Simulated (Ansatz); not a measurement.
# NbTe (P-6m2) in Ansatz: convergence with wavefunction cutoff

Aim: find how far wavefunction cutoff must go before the results for NbTe settle, at HSE06. This setting moves, with any that are tied to it; all else stays.

All numbers are computed with Ansatz 0.2.0; they aren't measurements. Logs are shortened: lines on timing, memory, paths and dates and some standing lists are left out, and cuts for length are marked.

**1. The structure**

It takes space group P-6m2 (No. 187, hexagonal). The conventional cell has a = 3.703 Å, b = 3.703 Å, c = 3.694 Å, α = 90.00°, β = 90.00°, γ = 120.00°. Te (site symmetry -6m2) has 6 Nb at 2.83 Å as nearest neighbours. Around Nb (site symmetry -6m2) lie 6 Te at 2.83 Å.

The cell comes from a database or a generator and needn't be the stable form of this composition.

**2. With wavefunction cutoff 200 eV**

The input, input.yaml:

```yaml
crystal:
  lattice:
    - [3.7029743866, 0.0, 0.0]
    - [-1.8514871933, 3.2068698884, 0.0]
    - [0.0, 0.0, 3.694211]
  atoms:
    - { symbol: Te, position: [0.6666666667, 0.3333333333, 0.0] }
    - { symbol: Nb, position: [0.0, 0.0, 0.5] }
hamiltonian:
  xc: hse06
  pseudopotentials: { kind: paw }
kpoints:
  mp_grid: { grid: [4, 4, 4] }
scf:
  occupations: { method: gaussian, width: 0.05 }
output:
  forces: true
  stress: true
  eigenvalues: true
basis:
  ecutwfc: "200 eV"
```

Potentials or basis: Ansatz PAW.

Started as:

```sh
$ ansatz run input.yaml --threads 2 --pin off --max-ram 5632MiB --backend cpu --events-out ev --progress --plain --runs-dir out
```

Output:

```text
Warning: basis.ecutwfc = 200 eV is below the records' recommended 420 eV, and the density's cutoff is lower with it unless basis.ecutrho_ratio is high enough to keep the records' density cutoff: compare with a run at a higher cutoff
Warning: output.stress: scf.convergence.dr2_threshold = 1e-7 eV (the SCF's general default) is looser than the 2e-10 eV advised for a printed stress (1e-10 eV for each atom of the cell: 2). What an SCF threshold leaves in a stress goes as its square root, and in the free energy as the threshold itself, and one threshold admits the most on a small cell: of the crystals measured, under no hybrid functional and no lock of the moments, on runs that ended without the residual-converged pass, on stresses that held no estimate of that error, the worst erred by over 100 MPa in a component at 1e-7 eV an atom and by under 5 at 1e-10. Set scf.convergence.dr2_threshold to 2e-10 eV or tighter. The threshold is an SCF's pass mark: one that does not reach it within its budget of iterations ends unconverged, or closes short of it on a stop that the run arms, and scf.convergence.dr2_threshold's page says what that costs each kind of run
Warning: output.stress: scf.exx.energy_threshold = 1e-6 eV is looser than the 2e-8 eV advised for a stress under a hybrid functional (1e-8 eV for each atom of the cell: 2). Every SCF of the exchange loop can meet its threshold on dr2 while the loop round them stops early: no threshold on dr2 bounds what that leaves in the stress. Set scf.exx.energy_threshold to 2e-8 eV or tighter. The threshold is the loop's pass mark: a loop that does not reach it within its budget of cycles ends unconverged, and scf.exx.energy_threshold's page has the law
Warning: RAYON_NUM_THREADS=2 ignored (pool sized by the plan → 2); use --threads N
Engine: ansatz 0.2.0, aarch64-unknown-linux-gnu
Pseudopotentials: kind: paw
Pseudopotential: Te, paw, valence charge 16, recommended cutoff 420 eV (normal), Te.paw.azcp
Pseudopotential: Nb, paw, valence charge 13, recommended cutoff 420 eV (normal), Nb.paw.azcp
Functional definition: HSE06
  parameter a = 0.25
  parameter omega = 0.11/bohr
  exchange = pbe_x - a*pbe_x_sr(omega) + a*exact_x_sr(omega)
  correlation = pbe_c
Crystal: 2 atoms, lattice volume = 43.869 Å³
Basis set: ecut = 200 eV, 267 PW (Γ), exchange–correlation on 36×36×36 points (8 copies of the dense FFT grid, shifted against one another)
Bands: 19, of which v1, the nominal top of the filled ones, is band 15 counted from 1 (14 counted from 0)
Symmetry: 12 space group operations
Space group: P-6m2 (ITA 187), of the structure as read, at distance tolerance 3.5e-5 Å
k-points: 12 of 64 (time reversal used)
Non-local potential: Te, projectors of the file, l = 0: 2, l = 1: 2, l = 2: 2, l = 3: 2
Non-local potential: Nb, projectors of the file, l = 0: 3, l = 1: 2, l = 2: 2, l = 3: 1
PAW form: soft (Blöchl's): semilocal exchange-correlation on the pseudo side does not see the compensation charge
PAW frozen core: Te, regenerated for the run's functional, and the local potential with it (the file was generated under x = pbe(κ = 0.804, μ = 0.2195149727645171), c = pbe(β = 0.06672455060314922))
PAW frozen core: Nb, regenerated for the run's functional, and the local potential with it (the file was generated under x = pbe(κ = 0.804, μ = 0.2195149727645171), c = pbe(β = 0.06672455060314922))
PAW one-centre angular grid: Te, 590 points (default); XC on 64 Gauss nodes
PAW one-centre angular grid: Nb, 590 points (default); XC on 64 Gauss nodes
Initial density: superposition of atomic densities (neutral atoms: chi_scale 0, normalization atom), corrected by the library's trained network
Initial wavefunctions: pseudopotential atomic-orbital guess
Functional: x = pbe(κ = 0.804, μ = 0.2195149727645171), c = pbe(β = 0.06672455060314922), warm-up for x = pbe(κ = 0.804, μ = 0.2195149727645171) + 0.25 (exact − pbe) at short range (hse, ω = 0.20786987370883472 Å⁻¹), c = pbe(β = 0.06672455060314922); HSE06 as pw.x's `hse` composes it (authors' and Libxc's form: `xc: wpbeh`)
SCF iter   1: F=—  HF=-11523.082892 eV  |F-HF|=—  |Δ(HF+E_count)|=         —  Δρ=5.73e-2  dr2=6.71e-1  ethr=1.77e-3  ⟨swp⟩=6.2  Hψ=883  notcnv=0
preconditioner: auto → none  [insulator: Δε(μ)=0.069 eV  Ē_g=7.661 eV  σ=0.050 eV  W_gap=0.67  n_scr=8 (ndim 8)  ℏωp=18.6 eV  f_vac=0.000  D(μ)=2.63/eV (n_scr^D=20)]
SCF iter   2: F=—  HF=-11522.458913 eV  |F-HF|=—  |Δ(HF+E_count)|=   6.24e-1  Δρ=2.11e-2  dr2=7.02e-2  ethr=1.77e-3  ⟨swp⟩=3.3  Hψ=636  notcnv=0
iter 3 solved again at ethr=1.22e-5 eV; its pass at ethr=2.42e-4 eV (dr2=3.52e-3 eV) is discarded
SCF iter   3: F=—  HF=-11522.413138 eV  |F-HF|=—  |Δ(HF+E_count)|=   4.58e-2  Δρ=4.04e-3  dr2=3.45e-3  ethr=1.22e-5  ⟨swp⟩=2.8  Hψ=970  notcnv=0
SCF iter   4: F=—  HF=-11522.412874 eV  |F-HF|=—  |Δ(HF+E_count)|=   2.63e-4  Δρ=1.63e-3  dr2=1.01e-3  ethr=1.19e-5  ⟨swp⟩=3.0  Hψ=468  notcnv=0
SCF iter   5: F=—  HF=-11522.412633 eV  |F-HF|=—  |Δ(HF+E_count)|=   2.42e-4  Δρ=2.88e-4  dr2=2.87e-5  ethr=3.48e-6  ⟨swp⟩=3.0  Hψ=421  notcnv=0
SCF iter   6: F=—  HF=-11522.412638 eV  |F-HF|=—  |Δ(HF+E_count)|=   5.62e-6  Δρ=2.78e-5  dr2=2.58e-7  ethr=9.88e-8  ⟨swp⟩=3.0  Hψ=456  notcnv=0
SCF iter   7: F=—  HF=-11522.412638 eV  |F-HF|=—  |Δ(HF+E_count)|=   6.41e-8  Δρ=6.00e-6  dr2=1.71e-8  ethr=8.89e-10  ⟨swp⟩=3.9  Hψ=494  notcnv=0
[... 15 lines left out ...]
SCF iter   5: F=-11528.868028 eV  HF=-11528.868028 eV  |F-HF|=5.19e-7  |Δ(HF+E_count)|=   1.12e-5  Δρ=4.99e-5  dr2=8.02e-7  ethr=1.09e-7  ⟨swp⟩=3.1  Hψ=523  notcnv=0
SCF 2 stopped early in 5 iterations: F = -11528.868028 eV  dr2 = 8.02e-7
hybrid outer 1: dexx = +8.828e-3 eV, tail = 2.31e-5 eV
Exchange kernel: α = 0.2500, screened, ω = 0.2079 Å⁻¹, Wigner–Seitz truncation, v(0) = 1021.3669 eV·Å³, q-mesh 4×4×4, nearest image of the exchange supercell L = 14.78 Å, pair-density grid 15×15×15, without the augmentation charges, whose exchange is taken in its separable form by FFT convolution over the k-point mesh (sized by the pseudopotential files, 15×15×18 at the most), smooth part of the exact exchange by density-matrix convolution
Frozen-core exchange: fock
SCF iter   1: F=—  HF=-11528.868228 eV  |F-HF|=—  |Δ(HF+E_count)|=         —  Δρ=4.30e-5  dr2=4.99e-7  ethr=3.99e-7  ⟨swp⟩=4.6  Hψ=588  notcnv=0
preconditioner: auto → none  [insulator: Δε(μ)=0.203 eV  Ē_g=8.705 eV  σ=0.050 eV  W_gap=1.00  n_scr=8 (ndim 8)  ℏωp=18.6 eV  f_vac=0.000  D(μ)=0.06/eV (n_scr^D=0)]
SCF iter   2: F=—  HF=-11528.868229 eV  |F-HF|=—  |Δ(HF+E_count)|=   3.48e-7  Δρ=2.36e-5  dr2=1.51e-7  ethr=1.49e-9  ⟨swp⟩=3.5  Hψ=555  notcnv=0
SCF iter   3: F=—  HF=-11528.868229 eV  |F-HF|=—  |Δ(HF+E_count)|=   2.27e-8  Δρ=9.71e-6  dr2=1.72e-8  ethr=4.96e-10  ⟨swp⟩=3.1  Hψ=436  notcnv=0
SCF iter   4: F=-11528.868229 eV  HF=-11528.868229 eV  |F-HF|=2.20e-9  |Δ(HF+E_count)|=   4.18e-9  Δρ=1.94e-6  dr2=2.83e-9  ethr=5.75e-11  ⟨swp⟩=3.5  Hψ=537  notcnv=0
SCF 3 converged in 4 iterations: F = -11528.868229 eV  dr2 = 2.83e-9
  Residual-converged pass: ⟨swp⟩=2.4  Hψ=382  notcnv=0  max |occ|·‖R‖ = 2.3e-6 eV (tolerance 2.4e-6 eV)  dr2=2.92e-9  dr2_onsite=7.04e-11  max |Δocc| = 9.2e-14
hybrid outer 2: dexx = +6.176e-7 eV, tail = 1.21e-8 eV, Δε = 4.41e-3 eV (about 1.12e-4 eV left of the loop's levels)
hybrid SCF converged: 2 outer / 9 inner (+9 warm-up), last move |dexx| = 6.18e-7 eV, tail = 1.21e-8 eV
Stability not checked: this state was not tested for a lower state beside it, because the functional holds exact exchange (a hybrid, or Hartree-Fock), whose exchange loop this test does not read (fock_operator; see scf.lower_state_search)
Free energy (F): -11528.868229 eV
Frozen-core exchange: fock
Harris-Foulkes:  -11528.868229 eV  (|F-HF|=2.20e-9)
Internal energy: -11528.868152 eV  (E = F + TS)
E sigma→0 (E₀):  -11528.868190 eV
Entropy (-TS):   -0.000077 eV (-0.039 meV/atom)
Fermi energy:    15.890898 eV
--- Per-component energies (eV) ---
  E_band       = -359.105126
  E_kinetic    = 596.725503
  E_local      = -1708.096321  (includes V_loc(G=0)·N_el)
  E_nonlocal   = -200.675021
  E_hartree    = 912.012130
  E_xc         = -243.978539
  E_vxc        = -257.064640  (∫ρ·V_xc dr)
  E_exx        = -80.537539  (= α·E_x^exact, valence–valence)
  E_paw        = -7716.591028  (= ΣΔE_a)
  E_vpaw       = -452.921313  (= ΣTr[D̂ρ^β])
  E_aug_tail   = -0.022600  (compensation charges beyond the density's cutoff)
  E_ewald      = -3087.106456
  E_core_change = -0.598281  (= ΣΔE_core)
  E_smearing   = -0.000077  (= −TS)
  E_closure    = 0.000000  (closes the sum)
  Σ components = -11528.868229   (vs F -11528.868229, Δ=0.00e0)
--- Forces (eV/Å), atoms counted from 1 ---
  atom   1  Te     0.00000000     0.00000000     0.00000000
  atom   2  Nb     0.00000000     0.00000000     0.00000000
  max |Σ_I F_I| component: 2.31e-17 eV/Å
--- Stress (GPa, compression-positive) ---
       -4.244066       0.000000       0.000000
        0.000000      -4.244066       0.000000
        0.000000       0.000000     -11.727340
  P = ⅓ Tr σ = -6.7385 GPa (-67.385 kbar)
--- Band table (eV; the first three rows and the last of 12) ---
  k-point 0: bands = ["-44.5499", "-26.5937", "-26.3059", "-26.3059", "-26.0413", "-26.0413", "-18.9296", "-18.6146", "-18.6146", "-0.2076", "12.1281", "12.1281", "12.5745", "13.0550", "16.3397", "16.3397", "18.7752", "18.7752", "19.0056"]
  k-point 1: bands = ["-44.5473", "-26.7168", "-26.7168", "-26.6817", "-26.5865", "-26.5865", "-19.0842", "-18.7203", "-18.7203", "0.4226", "9.3590", "12.4516", "12.4516", "15.0402", "15.0402", "15.0685", "18.7483", "18.7483", "20.2471"]
  k-point 2: bands = ["-44.5446", "-26.7352", "-26.5296", "-26.5296", "-26.5022", "-26.5022", "-19.1620", "-18.6539", "-18.6539", "1.2757", "7.3065", "12.8029", "12.8029", "14.6895", "14.6895", "16.8100", "17.7732", "17.7732", "21.6563"]
  k-point 11: bands = ["-44.5336", "-26.6299", "-26.6154", "-26.6089", "-26.4078", "-26.3468", "-19.0888", "-18.8279", "-18.7222", "2.0071", "9.1317", "9.1901", "10.8498", "14.1246", "17.5035", "17.6853", "17.8209", "19.5242", "20.3705"]
```

Run time: 5.2 s. Hardware: 2 threads of Arm Neoverse V2, shared host; peak memory 0.44 GiB.

Results:

```
Free energy            : -11528.8682 eV
Pressure               : -6.7 GPa
Band gap on the k mesh : none (metal or under the smearing width)
```

**3. With wavefunction cutoff 250 eV**

input.yaml, as its differences from that of step 2:

```diff
@@ -20,2 +20,2 @@
 basis:
-  ecutwfc: "200 eV"
+  ecutwfc: "250 eV"
```

Potentials or basis: Ansatz PAW.

Started as:

```sh
$ ansatz run input.yaml --threads 2 --pin off --max-ram 5632MiB --backend cpu --events-out ev --progress --plain --runs-dir out
```

Wall time 6 s (2 threads of Arm Neoverse V2, shared host); peak memory 0.49 GiB.

Results:

| Quantity | Value |
| --- | --- |
| Free energy | -11537.8147 eV |
| Pressure | -4.5 GPa |
| Band gap on the k mesh | none (metal or under the smearing width) |

**4. With wavefunction cutoff 300 eV**

input.yaml, as its differences from that of step 3:

```diff
@@ -20,2 +20,2 @@
 basis:
-  ecutwfc: "250 eV"
+  ecutwfc: "300 eV"
```

Started as:

```sh
$ ansatz run input.yaml --threads 2 --pin off --max-ram 5632MiB --backend cpu --events-out ev --progress --plain --runs-dir out
```

It took 7.4 s on 2 threads of Arm Neoverse V2, shared host; peak memory 0.54 GiB.

What came out:

* Free energy: -11538.9537 eV
* Pressure: -5.1 GPa
* Band gap on the k mesh: none (metal or under the smearing width)

**5. With wavefunction cutoff 350 eV**

input.yaml, as its differences from that of step 4:

```diff
@@ -20,2 +20,2 @@
 basis:
-  ecutwfc: "300 eV"
+  ecutwfc: "350 eV"
```

Started as:

```sh
$ ansatz run input.yaml --threads 2 --pin off --max-ram 5632MiB --backend cpu --events-out ev --progress --plain --runs-dir out
```

It took 8.4 s on 2 threads of Arm Neoverse V2, shared host; peak memory 0.59 GiB.

What came out:

| Property | Result |
| --- | --- |
| Free energy | -11539.0342 eV |
| Pressure | -5.1 GPa |
| Band gap on the k mesh | none (metal or under the smearing width) |

**6. With wavefunction cutoff 400 eV**

input.yaml, as its differences from that of step 5:

```diff
@@ -20,2 +20,2 @@
 basis:
-  ecutwfc: "350 eV"
+  ecutwfc: "400 eV"
```

Potentials or basis: Ansatz PAW.

Started as:

```sh
$ ansatz run input.yaml --threads 2 --pin off --max-ram 5632MiB --backend cpu --events-out ev --progress --plain --runs-dir out
```

It took 9.8 s on 2 threads of Arm Neoverse V2, shared host; peak memory 0.67 GiB.

Results (log left out):

```yaml
Free_energy: -11539.0375 eV
Pressure: -5.1 GPa
Band_gap_on_the_k_mesh: none (metal or under the smearing width)
```

**7. With wavefunction cutoff 450 eV**

input.yaml, as its differences from that of step 6:

```diff
@@ -20,2 +20,2 @@
 basis:
-  ecutwfc: "400 eV"
+  ecutwfc: "450 eV"
```

Started as:

```sh
$ ansatz run input.yaml --threads 2 --pin off --max-ram 5632MiB --backend cpu --events-out ev --progress --plain --runs-dir out
```

Wall time 12 s (2 threads of Arm Neoverse V2, shared host); peak memory 0.77 GiB.

It converged, with:

| Property | Result |
| --- | --- |
| Free energy | -11539.0393 eV |
| Pressure | -5.1 GPa |
| Band gap on the k mesh | none (metal or under the smearing width) |

**8. With wavefunction cutoff 500 eV**

input.yaml, as its differences from that of step 7:

```diff
@@ -20,2 +20,2 @@
 basis:
-  ecutwfc: "450 eV"
+  ecutwfc: "500 eV"
```

Started as:

```sh
$ ansatz run input.yaml --threads 2 --pin off --max-ram 5632MiB --backend cpu --events-out ev --progress --plain --runs-dir out
```

It took 13 s on 2 threads of Arm Neoverse V2, shared host; peak memory 0.84 GiB.

The run converged. Its results:

```yaml
Free_energy: -11539.0401 eV
Pressure: -5.1 GPa
Band_gap_on_the_k_mesh: none (metal or under the smearing width)
```

**9. With wavefunction cutoff 600 eV**

input.yaml, as its differences from that of step 8:

```diff
@@ -20,2 +20,2 @@
 basis:
-  ecutwfc: "500 eV"
+  ecutwfc: "600 eV"
```

Potentials or basis: Ansatz PAW.

Started as:

```sh
$ ansatz run input.yaml --threads 2 --pin off --max-ram 5632MiB --backend cpu --events-out ev --progress --plain --runs-dir out
```

Wall time 17 s (2 threads of Arm Neoverse V2, shared host); peak memory 1.1 GiB.

Results (log left out):

* Free energy: -11539.0404 eV
* Pressure: -5.1 GPa
* Band gap on the k mesh: none (metal or under the smearing width)

**10. With wavefunction cutoff 800 eV**

input.yaml, as its differences from that of step 9:

```diff
@@ -20,2 +20,2 @@
 basis:
-  ecutwfc: "600 eV"
+  ecutwfc: "800 eV"
```

Started as:

```sh
$ ansatz run input.yaml --threads 2 --pin off --max-ram 5632MiB --backend cpu --events-out ev --progress --plain --runs-dir out
```

Wall time 29 s (2 threads of Arm Neoverse V2, shared host); peak memory 1.8 GiB.

It converged, with:

* Free energy: -11539.0406 eV
* Pressure: -5.1 GPa
* Band gap on the k mesh: none (metal or under the smearing width)

**11. Summary**

```tsv
wavefunction cutoff	energy less the tightest run, at zero smearing (meV/atom)	pressure (GPa)	SCF cycles	CPU time (s)	peak memory (GiB)
200 eV	5086.18	-6.74	18	9	0.44
250 eV	612.96	-4.48	16	11	0.49
300 eV	43.42	-5.09	16	13	0.54
350 eV	3.18	-5.05	16	15	0.59
400 eV	1.51	-5.06	16	18	0.67
450 eV	0.62	-5.07	16	22	0.77
500 eV	0.25	-5.07	16	24	0.84
600 eV	0.11	-5.07	16	32	1.1
800 eV	0.00	-5.07	16	55	1.8
```

Against the tightest run, the energy stays within 1 meV/atom from 450 eV on; the pressure stays within 0.1 GPa from 300 eV on. The tightest run that finished is the yardstick and may itself not be fully converged.

Caveats: all runs use coarse meshes; the PAW data sets come from PBE, with cores solved anew for the run's functional, which leaves a small shift of forces and pressure; the thresholds are loose for stress.
